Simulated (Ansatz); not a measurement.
# AsB: the cost of one run

The runs use Ansatz 0.2.0, Gaussian basis; def2-QZVPP, all electrons in the functionals, frozen cores in the correlation of double hybrids and RPA.

To be run: PBE, BLYP, r2SCAN, B97M-V, PBE0, B3LYP, wB97M-V, B2PLYP, at charge 1, doublet; charge 1, quartet.

4 further runs of the same task are left out: 4 set aside as unsound or not needed.

### Step 1. The geometry

The geometry is a PBE0/def2-TZVP stationary point (not a proven minimum). No spin-orbit coupling is included. The filled d shell of As may be among the frozen orbitals whatever the setting's name suggests; the logs give the count.

2 atoms, charge 1, spin multiplicity 2.

Atoms are counted from 1 here; the program's logs count them from 0.

Bond lengths: B1–As2 1.979 Å.

No dispersion term is added; B97M-V, wB97M-V hold VV10 nonlocal correlation. B3LYP takes the VWN-RPA correlation.

The geometry shown and the zero of energy belong to the point charge 1, doublet. The yardstick, RCCSD(T), and other wave-function levels (R restricted, U unrestricted, valence and pair active spaces) come from earlier runs.

### Step 2. PBE, charge 1, doublet

File in.yaml:

```yaml
crystal:
  periodic: [false, false, false]
  atoms:
    - {symbol: B, position_ang: [0.000000, 0.000000, 0.000000]}
    - {symbol: As, position_ang: [0.000000, 0.000000, 1.978900]}
basis:
  gaussian: {orbitals: "def2-QZVPP.json"}
total_charge: 1
magnetization: {spin_polarized: true, initial_magnetization: 1}
hamiltonian: {xc: {name: PBE}}
output: {orbitals: {seedname: orbitals}}
```

Run with:

```bash
$ ansatz run in.yaml --threads 1 --pin off --events-out ev --progress --plain --max-ram 2393MiB
```

Q: Estimate wall time and peak memory on 1 thread of Arm Neoverse V1, shared host.

About 21 s, with a peak of 0.25 GiB.
